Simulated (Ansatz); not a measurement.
# C4H10F3NZr: one species, many methods

The task here is to estimate one member of a computed series from the others.

Method: functionals in def2-TZVPP, the program's frozen cores in correlated methods; program: Ansatz 0.2.0, Gaussian basis.

Levels to be run: LDA (SPW92), PBE-D4, revPBE-D4, BLYP-D4, r2SCAN-D4, B97M-V, PBE0-D4, B3LYP-D4, r2SCANh-D4, r2SCAN0-D4, HSE06-D4, BHLYP-D4, CAM-B3LYP-D4, LC-ωPBE, ωB97X-V, ωB97M-V, B2PLYP, PBE-QIDH; CCSD(T)/def2-SVP; CCSD(T)/def2-TZVPP; MP2/def2-QZVPP; extrapolation to the limit; RPA on PBE.

### The geometry

All runs share one geometry, relaxed beforehand with PBE0-D4 in a triple-zeta def2 set. Zr takes the def2 core potential; no spin-orbit term is included.

19 atoms, charge 0, spin multiplicity 1.

Atoms are counted from 1 here; the program's logs count them from 0.

Bond lengths: C1–C2 1.525 Å, C1–H10 1.091 Å, C1–H11 1.095 Å, C1–H12 1.095 Å, C2–C3 1.526 Å, C2–C4 1.526 Å, C2–N5 1.464 Å, C3–H13 1.093 Å, C3–H14 1.092 Å, C3–H15 1.094 Å, C4–H16 1.092 Å, C4–H17 1.094 Å, C4–H18 1.093 Å, N5–Zr6 2.011 Å, N5–H19 1.015 Å, Zr6–F7 1.904 Å, Zr6–F8 1.915 Å, Zr6–F9 1.915 Å. Angles: C2–C1–H10 110.8°, C2–C1–H11 111.2°, C2–C1–H12 111.2°, H10–C1–H11 107.1°, H10–C1–H12 107.1°, H11–C1–H12 109.3°, C1–C2–C3 109.8°, C1–C2–C4 109.8°, C1–C2–N5 107.8°, C3–C2–C4 110.1°, C3–C2–N5 109.7°, C4–C2–N5 109.7°, C2–C3–H13 111.0°, C2–C3–H14 110.5°, C2–C3–H15 110.6°, H13–C3–H14 108.6°, H13–C3–H15 107.9°, H14–C3–H15 108.2° and more.

Set-up of the first run:

The input, in.yaml:

```yaml
crystal:
  periodic: [false, false, false]
  atoms:
    - {symbol: C, position_ang: [0.426247, 0.958474, -0.939679]}
    - {symbol: C, position_ang: [-0.296733, -0.269846, -0.395997]}
    - {symbol: C, position_ang: [0.192667, -1.520118, -1.121423]}
    - {symbol: C, position_ang: [-1.802409, -0.108498, -0.585556]}
    - {symbol: N, position_ang: [0.011666, -0.375756, 1.030896]}
    - {symbol: Zr, position_ang: [1.163602, 0.827368, 2.157857]}
    - {symbol: F, position_ang: [1.121746, 0.095927, 3.915590]}
    - {symbol: F, position_ang: [0.469580, 2.611402, 2.114267]}
    - {symbol: F, position_ang: [2.941552, 0.869686, 1.448354]}
    - {symbol: H, position_ang: [0.228666, 1.083913, -2.005491]}
    - {symbol: H, position_ang: [0.086065, 1.871688, -0.439358]}
    - {symbol: H, position_ang: [1.511167, 0.863516, -0.822012]}
    - {symbol: H, position_ang: [-0.024168, -1.462744, -2.191221]}
    - {symbol: H, position_ang: [1.270156, -1.640826, -0.991323]}
    - {symbol: H, position_ang: [-0.300715, -2.412528, -0.726425]}
    - {symbol: H, position_ang: [-2.159231, 0.785723, -0.070260]}
    - {symbol: H, position_ang: [-2.336653, -0.972046, -0.179690]}
    - {symbol: H, position_ang: [-2.057322, -0.024233, -1.645138]}
    - {symbol: H, position_ang: [-0.445894, -1.181093, 1.446610]}
basis:
  gaussian: {orbitals: def2-TZVPP}
hamiltonian: {xc: lda}
output: {orbitals: {seedname: orbitals}}
```

Run with:

```
$ ansatz run in.yaml --threads 5 --pin off --events-out ev --progress --plain --max-ram 66560MiB --backend cuda --devices 0, --max-vram 37GiB
```

Steps of the session up to this table: LDA; PBE-D4 (GGA); revPBE-D4 (GGA); BLYP-D4 (GGA); r2SCAN-D4 (meta-GGA); B97M-V (meta-GGA); PBE0-D4 (hybrid); B3LYP-D4 (hybrid); r2SCANh-D4 (hybrid); r2SCAN0-D4 (hybrid); HSE06-D4 (hybrid); BHLYP-D4 (hybrid); CAM-B3LYP-D4 (range-separated); LC-ωPBE (range-separated); ωB97X-V (range-separated); ωB97M-V (range-separated); B2PLYP (double hybrid); PBE-QIDH (double hybrid).

One table of the session follows, with a row left open; its other results are not shown here.

It belongs to the step «Orbital energies across the functionals». 

| functional | HOMO (eV) | gap (eV) |
| --- | --- | --- |
| LDA (SPW92) | -6.26 | 4.14 |
| PBE-D4 | -6.04 | 4.23 |
| revPBE-D4 | -5.96 | 4.26 |
| BLYP-D4 | -5.93 | 4.21 |
| r2SCAN-D4 | -6.30 | 4.70 |
| B97M-V | ? | ? |
| PBE0-D4 | -7.38 | 6.49 |
| B3LYP-D4 | -7.17 | 6.01 |
| r2SCANh-D4 | -6.81 | 5.54 |
| r2SCAN0-D4 | -7.57 | 6.81 |
| HSE06-D4 | -6.98 | 5.71 |
| BHLYP-D4 | -8.65 | 8.73 |
| CAM-B3LYP-D4 | -8.78 | 8.98 |
| LC-ωPBE | -10.09 | 11.43 |
| ωB97X-V | -9.76 | 10.95 |
| ωB97M-V | -9.68 | 10.35 |

Q: Estimate the row for B97M-V from the others.

The run gave: HOMO (eV): -6.40; gap (eV): 4.80. In the column «HOMO (eV)» it lies between r2SCANh-D4 (-6.81) and r2SCAN-D4 (-6.30).
